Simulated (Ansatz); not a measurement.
# C6H18BN3: small, medium and large basis sets

One table from this session's results is given with a row withheld; the runs are named, their logs left out.

Computed with Ansatz 0.2.0, Gaussian basis. Level: one geometry, several basis sets.

Plan: PBE0-D4/def2-SVP; ωB97M-V/def2-SVP; PBE0-D4/def2-QZVPP; ωB97M-V/def2-QZVPP; the functionals' def2-TZVPP values are taken from earlier runs.

### The relaxed structure

All runs share one geometry, relaxed beforehand with PBE0-D4 in a triple-zeta def2 set.

SMILES `CN(C)B(N(C)C)N(C)C`, 28 atoms, charge 0, spin multiplicity 1.

Atoms are counted from 1 here; the program's logs count them from 0.

Bond lengths: C1–N2 1.437 Å, C1–H11 1.100 Å, C1–H12 1.089 Å, C1–H13 1.099 Å, N2–C3 1.437 Å, N2–B4 1.436 Å, C3–H14 1.099 Å, C3–H15 1.089 Å, C3–H16 1.100 Å, B4–N5 1.436 Å, B4–N8 1.436 Å, N5–C6 1.437 Å, N5–C7 1.437 Å, C6–H17 1.100 Å, C6–H18 1.089 Å, C6–H19 1.099 Å, C7–H20 1.089 Å, C7–H21 1.099 Å and more. Angles: N2–C1–H11 112.5°, N2–C1–H12 110.4°, N2–C1–H13 110.8°, H11–C1–H12 108.3°, H11–C1–H13 107.0°, H12–C1–H13 107.8°, C1–N2–C3 113.3°, C1–N2–B4 123.4°, C3–N2–B4 123.4°, N2–C3–H14 110.8°, N2–C3–H15 110.4°, N2–C3–H16 112.5°, H14–C3–H15 107.8°, H14–C3–H16 107.0°, H15–C3–H16 108.3°, N2–B4–N5 120.0°, N2–B4–N8 120.0°, N5–B4–N8 120.0° and more.

Set-up of the first run:

Input file in.yaml:

```yaml
crystal:
  periodic: [false, false, false]
  atoms:
    - {symbol: C, position_ang: [-1.155923, -0.972297, 2.031740]}
    - {symbol: N, position_ang: [-0.840561, 0.126369, 1.160478]}
    - {symbol: C, position_ang: [-1.447518, 1.364544, 1.565594]}
    - {symbol: B, position_ang: [-0.003104, -0.000479, 0.001366]}
    - {symbol: N, position_ang: [0.819649, 1.100310, -0.413772]}
    - {symbol: C, position_ang: [1.145136, 1.369731, -1.787480]}
    - {symbol: C, position_ang: [1.400430, 2.042813, 0.502719]}
    - {symbol: N, position_ang: [0.011657, -1.228248, -0.742553]}
    - {symbol: C, position_ang: [-1.134713, -2.084546, -0.877340]}
    - {symbol: C, position_ang: [1.174058, -1.723547, -1.427453]}
    - {symbol: H, position_ang: [-2.229868, -1.211189, 2.035575]}
    - {symbol: H, position_ang: [-0.608870, -1.864687, 1.729813]}
    - {symbol: H, position_ang: [-0.875359, -0.740957, 3.069039]}
    - {symbol: H, position_ang: [-2.538083, 1.255660, 1.649482]}
    - {symbol: H, position_ang: [-1.246064, 2.143642, 0.831287]}
    - {symbol: H, position_ang: [-1.083510, 1.710959, 2.544337]}
    - {symbol: H, position_ang: [2.222950, 1.280874, -1.989654]}
    - {symbol: H, position_ang: [0.616680, 0.680014, -2.444591]}
    - {symbol: H, position_ang: [0.850116, 2.391454, -2.065429]}
    - {symbol: H, position_ang: [1.192718, 1.749010, 1.530975]}
    - {symbol: H, position_ang: [2.491842, 2.085646, 0.379344]}
    - {symbol: H, position_ang: [1.020344, 3.064309, 0.352655]}
    - {symbol: H, position_ang: [-1.371457, -2.256222, -1.936929]}
    - {symbol: H, position_ang: [-0.977774, -3.072598, -0.419567]}
    - {symbol: H, position_ang: [-2.006546, -1.627012, -0.411129]}
    - {symbol: H, position_ang: [2.033178, -1.084348, -1.227133]}
    - {symbol: H, position_ang: [1.424045, -2.738721, -1.088132]}
    - {symbol: H, position_ang: [1.030045, -1.775882, -2.516940]}
basis:
  gaussian: {orbitals: def2-SVP}
hamiltonian: {xc: pbe0, dispersion: d4}
output: {orbitals: {seedname: orbitals}}
```

Run with:

```console
> ansatz run in.yaml --threads 4 --pin off --events-out ev --progress --plain --max-ram 46080MiB --backend cpu
```

Among the steps run: PBE0-D4 in def2-SVP; ωB97M-V in def2-SVP; PBE0-D4 in def2-QZVPP; ωB97M-V in def2-QZVPP.

One table of the session follows, with a row left open; its other results are not shown here.

```
functional       basis  HOMO (eV)  LUMO (eV)
   PBE0-D4    def2-SVP      -5.71       1.54
   PBE0-D4  def2-TZVPP      -5.83       0.85
   PBE0-D4  def2-QZVPP      -5.85       0.50
   ωB97M-V    def2-SVP          ?          ?
   ωB97M-V  def2-TZVPP      -8.11       2.18
   ωB97M-V  def2-QZVPP      -8.12       1.60
```

**Question.** Estimate the row for ωB97M-V, def2-SVP.

As computed: HOMO (eV): -7.99; LUMO (eV): 3.13. In the column «HOMO (eV)» it lies between ωB97M-V, def2-TZVPP (-8.11) and PBE0-D4, def2-QZVPP (-5.85).
